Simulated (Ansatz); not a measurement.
**CHClFNSi (SMILES FC1=N[SiH]1Cl): wB97M-V/6-31G(d) (spherical functions)**

What is the vertical singlet–triplet gap of CHClFNSi at wB97M-V/6-31G* (spherical functions)? 

Program for the calculation: Ansatz 0.2.0.

153 further runs of the same task are left out: 153 set aside as unsound or not needed. Runs told in other sessions of the task aren't counted.

**1. The molecule**

The species is CHClFNSi (6 atoms), meant as a singlet with charge 0. As SMILES, `FC1=N[SiH]1Cl`. Geometry: relaxed at PBE0-D4/def2-TZVP.

Bond lengths: F1–C2 1.310 Å, C2–N3 1.270 Å, C2–Si4 1.756 Å, N3–Si4 1.774 Å, Si4–Cl5 2.023 Å, Si4–H6 1.469 Å. Angles: F1–C2–N3 128.1°, F1–C2–Si4 162.2°, N3–C2–Si4 69.7°, C2–N3–Si4 68.1°, C2–Si4–N3 42.2°, C2–Si4–Cl5 123.2°, N3–Si4–Cl5 119.8°, C2–Si4–H6 125.2°, N3–Si4–H6 120.9°, Cl5–Si4–H6 109.4°.

**2. The energy at wB97M-V/6-31G(d) (spherical functions)**

Input file molecule.yaml:

```yaml
crystal:
  periodic: [false, false, false]
  atoms:
    - {symbol: F, position_ang: [0.158300, -2.281300, -0.638700]}
    - {symbol: C, position_ang: [0.216600, -1.043700, -0.212100]}
    - {symbol: "N", position_ang: [1.240300, -0.391700, 0.161000]}
    - {symbol: Si, position_ang: [-0.233900, 0.593200, 0.234800]}
    - {symbol: Cl, position_ang: [-0.525700, 2.070200, -1.116500]}
    - {symbol: H, position_ang: [-0.813600, 0.989400, 1.525400]}
basis:
  gaussian: {orbitals: 6-31G_st_-spherical.json}
hamiltonian: {xc: {name: wB97M-V}}
accuracy: high
output: {orbitals: {seedname: orbitals}}
```

The basis set 6-31G* is read from a file made from the Basis Set Exchange's data (not shown).

Started as:

```
$ ansatz run molecule.yaml --threads 1 --pin off --max-ram 3480MiB --events-out events.jsonl --progress --plain --runs-dir runs
```

The program printed:

```text
Warning: RAYON_NUM_THREADS=1 ignored (pool sized by the plan → 1); use --threads N
Functional definition: wB97M-V
  name "wB97M-V"
  parameter omega = 0.3/bohr
  parameter cx = 0.15
  parameter cx01 = 1.007
  parameter cx10 = 0.259
  parameter css00 = 0.443
  parameter css04 = -1.437
  parameter css10 = -4.535
  parameter css20 = -3.390
  parameter css43 = 4.278
  parameter cos00 = 1.000
  parameter cos10 = 1.358
  parameter cos20 = 2.924
  parameter cos21 = -8.812
  parameter cos60 = -1.390
  parameter cos61 = 9.142
  parameter b = 6.0
  parameter c = 0.01
  gx(w, u) = 1 - cx + cx01*u + cx10*w
  gss(w, u) = css00 + css04*u^4 + css10*w + css20*w^2 + css43*w^4*u^3
  gos(w, u) = cos00 + cos10*w + (cos20 + cos21*u)*w^2 + (cos60 + cos61*u)*w^6
  exchange = spin_sum(e_x_unif_sr(omega)*gx(b97_w, b97_u_x)) + cx*exact_x_sr(omega) + exact_x_lr(omega)
  correlation = spin_sum(e_c_pw_mod_same_spin*gss(b97_w, b97_u_same))
      + integral(e_c_pw_mod_opposite_spin*gos(b97_w_opposite, b97_u_opposite)) + vv10(b, c)
1730 factors; integrals over basis functions are off by at most 8.7e-9 eV
340 factors; integrals over basis functions are off by at most 1.9e-9 eV
mean field evaluation 1: about -25652.0584 eV, gradient 4.4e1 eV
mean field evaluation 2: about -25650.5924 eV, gradient 5.2e1 eV
mean field evaluation 4: about -25656.2729 eV, gradient 2.5e0 eV
mean field evaluation 8: about -25656.4241 eV, gradient 2.4e-1 eV
mean field evaluation 16: about -25656.4243 eV, gradient 1.4e-4 eV
mean field -25656.42429983 eV, -942.8562024697 hartree, gradient 9.4e-8 eV, S^2 0.000000; 0 other end points of the search recorded, 0 dependent functions left out
reference -25656.42430355 eV, -942.8562026066 hartree; 27, 27 occupied and 53, 53 virtual orbitals, 1730 factors
Total energy: -25656.42430355 eV, -942.8562026066 hartree
```

Wall time 74 s (1 thread of Arm Neoverse V1, shared host); peak memory 0.51 GiB.

**3. The triplet, same level**

Input file run.yaml:

```yaml
crystal:
  periodic: [false, false, false]
  atoms:
    - {symbol: F, position_ang: [0.158300, -2.281300, -0.638700]}
    - {symbol: C, position_ang: [0.216600, -1.043700, -0.212100]}
    - {symbol: N, position_ang: [1.240300, -0.391700, 0.161000]}
    - {symbol: Si, position_ang: [-0.233900, 0.593200, 0.234800]}
    - {symbol: Cl, position_ang: [-0.525700, 2.070200, -1.116500]}
    - {symbol: H, position_ang: [-0.813600, 0.989400, 1.525400]}
basis:
  gaussian:
    orbitals: 6-31G_st_-spherical.json
magnetization:
  spin_polarized: true
  initial_magnetization: 2
accuracy: high
hamiltonian:
  xc: {name: wB97M-V}
output: {orbitals: {seedname: orbitals}}
```

The basis set 6-31G* is read from a file made from the Basis Set Exchange's data (not shown).

Started as:

```
$ ansatz run run.yaml --threads 1 --pin off --max-ram 3480MiB --events-out events.jsonl --progress --plain --runs-dir runs
```

The program printed, cut to the lines that bear on the results:

```text
Warning: RAYON_NUM_THREADS=1 ignored (pool sized by the plan → 1); use --threads N
Functional definition: wB97M-V
  name "wB97M-V"
[...]
  gx(w, u) = 1 - cx + cx01*u + cx10*w
  gss(w, u) = css00 + css04*u^4 + css10*w + css20*w^2 + css43*w^4*u^3
  gos(w, u) = cos00 + cos10*w + (cos20 + cos21*u)*w^2 + (cos60 + cos61*u)*w^6
[...]
      + integral(e_c_pw_mod_opposite_spin*gos(b97_w_opposite, b97_u_opposite)) + vv10(b, c)
1730 factors; integrals over basis functions are off by at most 8.7e-9 eV
340 factors; integrals over basis functions are off by at most 1.9e-9 eV
[...]
mean field -25651.92599969 eV, -942.6908929885 hartree, gradient 7.3e-8 eV, S^2 2.008010; 4 other end points of the search recorded, 0 dependent functions left out
reference -25651.92600333 eV, -942.6908931226 hartree; 28, 26 occupied and 52, 54 virtual orbitals, 1730 factors
Total energy: -25651.92600333 eV, -942.6908931226 hartree
```

It took 3.8 min on 1 thread of Arm Neoverse V1, shared host; peak memory 0.95 GiB.

**4. What came out**

At wB97M-V/6-31G* (spherical functions):

```
                                        quantity          value
                           singlet: total energy  -942.85620 Eh
                            singlet: HOMO energy       -9.80 eV
                            singlet: LUMO energy        1.28 eV
                          singlet: HOMO–LUMO gap       11.08 eV
                           triplet: total energy  -942.69089 Eh
     triplet: HOMO energy (highest over α and β)       -5.32 eV
      triplet: LUMO energy (lowest over α and β)       -2.54 eV
                                   triplet: ⟨S²⟩          2.008
vertical energy of the triplet above the singlet       4.498 eV
```

At this shape the triplet lies 4.50 eV (104 kcal/mol) above the singlet.
